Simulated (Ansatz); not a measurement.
# Sb2Mo: the cost of one run

Computed with Ansatz 0.2.0 (DFT r2SCAN, scalar-relativistic, plane waves, PAW, unless a step's input says otherwise).

## Step 1: Starting point

It takes space group P6/mmm (No. 191, hexagonal). The conventional cell has a = 4.134 Å, b = 4.134 Å, c = 4.464 Å, α = 90.00°, β = 90.00°, γ = 120.00°. Sb (site symmetry -6m2) is surrounded by 3 Sb at 2.39 Å. Around Mo (site symmetry 6/mmm) lie 12 Sb at 3.27 Å.

As a file:

```cif
data_structure
_symmetry_space_group_name_H-M 'P6/mmm'
_symmetry_Int_Tables_number 191
_cell_length_a 4.1341
_cell_length_b 4.1341
_cell_length_c 4.4637
_cell_angle_alpha 90.000
_cell_angle_beta 90.000
_cell_angle_gamma 120.000
_cell_volume 66.07
loop_
_atom_site_label
_atom_site_type_symbol
_atom_site_symmetry_multiplicity
_atom_site_Wyckoff_symbol
_atom_site_fract_x
_atom_site_fract_y
_atom_site_fract_z
_atom_site_occupancy
Sb1 Sb 2 d 0.33333 0.66667 0.50000 1
Mo1 Mo 1 a 0.00000 0.00000 0.00000 1
```

(A quick probe on a coarse mesh, which set the mesh and smearing, is not shown.)

## Step 3: Rough relaxation on the coarse mesh

input.yaml

```yaml
crystal:
  lattice:
    - [4.1340672791, 0.0, 0.0]
    - [-2.0670336395, 3.5802072846, 0.0]
    - [0.0, 0.0, 4.463693906]
  atoms:
    - { symbol: Sb, position: [0.3333333333, 0.6666666667, 0.5] }
    - { symbol: Sb, position: [0.6666666667, 0.3333333333, 0.5] }
    - { symbol: Mo, position: [0.0, 0.0, 0.0] }
basis:
  ecutwfc: 500
kpoints:
  mp_grid: { grid: [6, 6, 4] }
hamiltonian:
  xc: r2scan
scf:
  occupations: { method: gaussian, width: 0.1 }
  lower_state_search: "off"
output:
  forces: true
  stress: true
  eigenvalues: true
relax:
  adjacent_minimum: "off"
  f_tol: 0.04
  max_steps: 70
  cell: { stress_tol: 0.4 }
```

Started as:

```
> ansatz run input.yaml --threads 1 --pin off --max-ram 2560MiB --backend cpu --events-out ev --progress --plain --runs-dir out
```

What time and memory should one allow on 1 thread of Arm Neoverse V2, shared host?

About 91 s, with a peak of 0.53 GiB.
